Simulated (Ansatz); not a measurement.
# MnSb: the cost of one run

Method: DFT PBE, scalar-relativistic, plane waves, PAW, in Ansatz 0.2.0.

Spin polarisation is switched off on purpose; where the compound carries moments, volume, stiffness and gap are then not the real material's.

### 1 The system as given

It takes space group P6_3/mmc (No. 194, hexagonal). The conventional cell has a = 4.119 Å, b = 4.119 Å, c = 4.804 Å, α = 90.00°, β = 90.00°, γ = 120.00°. Mn (site symmetry -3m) has 2 Mn at 2.40 Å and 6 Sb at 2.66 Å as nearest neighbours. Sb (site symmetry -6m2) has 6 Mn at 2.66 Å as nearest neighbours.

Coordinates:

```cif
data_structure
_symmetry_space_group_name_H-M 'P 1'
_symmetry_Int_Tables_number 1
_cell_length_a 4.1185
_cell_length_b 4.1185
_cell_length_c 4.8045
_cell_angle_alpha 90.000
_cell_angle_beta 90.000
_cell_angle_gamma 120.000
_cell_volume 70.58
loop_
_atom_site_label
_atom_site_type_symbol
_atom_site_fract_x
_atom_site_fract_y
_atom_site_fract_z
_atom_site_occupancy
Mn1 Mn 0.00000 0.00000 0.00000 1
Mn2 Mn 0.00000 0.00000 0.50000 1
Sb1 Sb 0.33333 0.66667 0.25000 1
Sb2 Sb 0.66667 0.33333 0.75000 1
```

This cell comes from an earlier session at PBE: 17.644 Å³/atom at 0.00 GPa, on a 12×12×8 mesh.

Volume factors to run: 0.980, 1.020, 0.960, 1.040.

### 2 Volume × 0.980

input.yaml reads:

```yaml
crystal:
  lattice:
    - [4.0908856025, 0.0, 0.0]
    - [-2.0454428013, 3.5428108558, 0.0]
    - [0.0, 0.0, 4.7722153234]
  atoms:
    - { symbol: Mn, position: [0.0, 0.0, 0.0] }
    - { symbol: Mn, position: [0.0, 0.0, 0.5] }
    - { symbol: Sb, position: [0.3333333333, 0.6666666667, 0.25] }
    - { symbol: Sb, position: [0.6666666667, 0.3333333333, 0.75] }
basis:
  ecutwfc: 420
  ecutrho_ratio: 4
kpoints:
  mp_grid: { grid: [12, 12, 8] }
hamiltonian:
  xc: pbe
scf:
  occupations: { method: gaussian, width: 0.05 }
output:
  forces: true
  stress: true
  eigenvalues: true
relax:
  f_tol: 0.01
  max_steps: 40
  cell: { stress_tol: 0.1, fix: [volume] }
```

Run with:

```console
> ansatz run input.yaml --threads 1 --pin off --max-ram 2560MiB --backend cpu --events-out ev --progress --plain --runs-dir out
```

**Question.** How long does this run take on 1 thread of Arm Neoverse N1, shared host, and how much memory does it need?

About 67 s, with a peak of 0.47 GiB.
